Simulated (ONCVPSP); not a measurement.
# Co: the cost of one run

The numbers are computed with ONCVPSP 4.0.1.1 (patched build) (PBE, scalar-relativistic, spin-unpolarised reference atom).

**1. The design**

Typed settings, in words:

| Quantity | Value |
| --- | --- |
| element | cobalt (Co, Z = 27) |
| type | optimised norm-conserving Vanderbilt (ONCV) |
| frozen core | [Ne] |
| valence charge | 17 |
| reference configuration | 3s2 3p6 3d7 4s2 |
| partial waves | 3s+4s: rc 1.50 bohr, ncon 4, nbas 9, qcut 7.8 1/bohr, 2 projectors; 3p: rc 1.25 bohr, ncon 4, nbas 7, qcut 11.5 1/bohr, 3 projectors, debl 1.3 Ha; 3d: rc 0.95 bohr, ncon 4, nbas 9, qcut 17.4 1/bohr, local |
| local potential | the d channel |
| core correction | polynomial model core, fcfact 0.3 |

An earlier all-electron run gives the scale for the radii.

All-electron outer shells of the reference configuration (PBE, scalar-relativistic, ld1.x):

```json
{"shell": "2p", "level (eV)": "-769.94", "outermost node (bohr)": "–", "outermost maximum (bohr)": "0.17"}
{"shell": "3s", "level (eV)": "-102.40", "outermost node (bohr)": "0.31", "outermost maximum (bohr)": "0.66"}
{"shell": "3p", "level (eV)": "-65.64", "outermost node (bohr)": "0.28", "outermost maximum (bohr)": "0.68"}
{"shell": "3d", "level (eV)": "-8.20", "outermost node (bohr)": "–", "outermost maximum (bohr)": "0.66"}
{"shell": "4s", "level (eV)": "-5.47", "outermost node (bohr)": "0.96", "outermost maximum (bohr)": "2.32"}
{"shell": "4p", "level (eV)": "-1.28", "outermost node (bohr)": "1.05", "outermost maximum (bohr)": "3.25"}
```

**2. The generation run**

Input file Co.dat:

```
# ATOM AND REFERENCE CONFIGURATION
# atsym  z   nc   nv     iexc    psfile
  Co 27.00    3    4        4      upf
#
#   n    l    f
    1    0    2.00
    2    0    2.00
    2    1    6.00
    3    0    2.00
    3    1    6.00
    3    2    7.00
    4    0    2.00
#
# PSEUDOPOTENTIAL AND OPTIMIZATION
# lmax
    2
#
#   l,   rc,      ep,       ncon, nbas, qcut
    0    1.50    0.00    4    9    7.80
    1    1.25    0.00    4    7   11.50
    2    0.95    0.00    4    9   17.40
#
# LOCAL POTENTIAL
# lloc, lpopt,  rc(5),   dvloc0
    2    5    0.95    0.00
#
# VANDERBILT-KLEINMAN-BYLANDER PROJECTORs
# l, nproj, debl
    0    2    1.30
    1    3    1.30
    2    0    4.00
#
# MODEL CORE CHARGE
# icmod, fcfact, rcfact
    1    0.30    0.00
#
# LOG DERIVATIVE ANALYSIS
# epsh1, epsh2, depsh
   -5.00    5.00    0.04
#
# OUTPUT GRID
# rlmax, drl
    6.00    0.01
#
# TEST CONFIGURATIONS
# ncnf
    4
# nvcnf
#   n    l    f
    4
    3    0    2.00
    3    1    6.00
    3    2    7.00
    4    0    1.00
#
    4
    3    0    2.00
    3    1    6.00
    3    2    7.00
    4    0    0.00
#
    4
    3    0    2.00
    3    1    6.00
    3    2    6.00
    4    0    0.00
#
    4
    3    0    2.00
    3    1    6.00
    3    2    7.50
    4    0    1.50
#
```

Command:

```console
$ oncvpsp.x < Co.dat > Co.out
```

**Question.** How long does this run take on 1 thread of Neoverse-N1, shared host?

About 5.6 s.
